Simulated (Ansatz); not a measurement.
**GaSi (quartet): wave-function methods side by side at distance Si1–Ga2 = 2.987 Å, cc-pVDZ**

How much of the correlation energy of GaSi (quartet) does each wave-function method recover here?

Computed with Ansatz 0.2.0, Gaussian basis. Level: cc-pVDZ, core rule «outside noble gas», up to 19 orbitals frozen.

The runs, in order: UHF; CCSD(T) on ROHF; CCSD(T) on UHF; BCCD(T) on ROHF; CISD as a restricted active space (open shells left free, so some higher excitations enter); CCSDT(Q) on ROHF; CCSDT(Q) on UHF; CASSCF and MRCISD+Q, 5 electrons in 5 orbitals; CASSCF and NEVPT2, 5 electrons in 5 orbitals; CASSCF and MRCISD+Q, 7 electrons in 8 orbitals; CASSCF and NEVPT2, 7 electrons in 8 orbitals; Full CI.

23 further runs of the same task are left out: 2 for a known fault of the program, 18 that didn't finish, 3 set aside as unsound or not needed. Runs told in other sessions of the task aren't counted.

## (1) What is computed

The geometry derives from a PBE0/def2-TZVP stationary point (not a proven minimum). One bond is set to the value named and the two fragments are kept rigid. No spin-orbit coupling is included. The filled d shell of Ga may be among the frozen orbitals whatever the setting's name suggests.

2 atoms, charge 0, spin multiplicity 4.

Atoms are counted from 1 here; the program's logs count them from 0.

No contacts short enough for the rule that draws bonds.

## (2) UHF

Input file in.yaml:

```yaml
crystal:
  periodic: [false, false, false]
  atoms:
    - {symbol: Si, position_ang: [0.000000, 0.000000, 0.000000]}
    - {symbol: Ga, position_ang: [0.000000, 0.000000, 2.987000]}
basis:
  gaussian: {orbitals: cc-pVDZ}
magnetization: {spin_polarized: true, initial_magnetization: 3}
hamiltonian: {xc: hf}
output: {orbitals: {seedname: orbitals}}
```

The run is started by

```
ansatz run in.yaml --threads 1 --pin off --events-out ev --progress --plain --max-ram 2393MiB
```

The runs that follow: CCSD(T) on ROHF; CCSD(T) on UHF; BCCD(T) on ROHF; CISD as a restricted active space (open shells left free, so some higher excitations enter); CCSDT(Q) on ROHF; CCSDT(Q) on UHF; CASSCF and MRCISD+Q, 5 electrons in 5 orbitals; CASSCF and NEVPT2, 5 electrons in 5 orbitals; CASSCF and MRCISD+Q, 7 electrons in 8 orbitals; CASSCF and NEVPT2, 7 electrons in 8 orbitals; Full CI.

Before running them: what should the planned runs give, taken together? Wanted: FCI from the RHF energy; RMP2 from FCI; UMP2 from FCI; RCCSD from FCI; RCCSD(T) from FCI; UCCSD(T) from FCI; RCCSDT(Q) from FCI; UCCSDT(Q) from FCI; NEVPT2 pair from FCI.

**Answer**, as computed:

| quantity | value |
| --- | --- |
| FCI from the ROHF energy | -3.5952 eV |
| RMP2 from FCI | +23.34 kcal/mol |
| UMP2 from FCI | +24.05 kcal/mol |
| RCCSD from FCI | +4.67 kcal/mol |
| RCCSD(T) from FCI | +1.48 kcal/mol |
| UCCSD(T) from FCI | +1.48 kcal/mol |
| RCCSDT(Q) from FCI | +0.04 kcal/mol |
| UCCSDT(Q) from FCI | -0.07 kcal/mol |
| NEVPT2 pair from FCI | +23.54 kcal/mol |
| NEVPT2 valence from FCI | +12.97 kcal/mol |
| MRCISD+Q valence from FCI | -0.53 kcal/mol |
| levels within 1 kcal/mol (43 meV) | RCCSDT, UCCSDT, RCCSDT(Q), UCCSDT(Q), MRCISD+Q valence |
| T1 diagnostic | 0.043 |
| effectively unpaired electrons | 3.09 |

RCCSD(T) lands +1.48 kcal/mol from the yardstick (1.8 % of the correlation energy). UCCSDT(Q), MRCISD+Q valence fall below full CI: unrestricted runs freeze a spin-polarised core, another one than full CI's, and coupled cluster isn't variational. The occupations are near whole numbers, but T1 = 0.043 shows that the orbitals relax strongly. Of the multireference levels listed MRCISD+Q valence comes nearest in total energy (-0.53 kcal/mol), which doesn't show that its space is the better one. These misses are within one basis, not against nature; the frozen cores of restricted and unrestricted runs differ, which can shift their rows.

Levels on UHF freeze UHF's core orbitals, full CI those of ROHF, so the U rows can settle a little off it for that reason alone.

With open shells the CI space here admits some higher excitations, so it is larger than plain CISD.
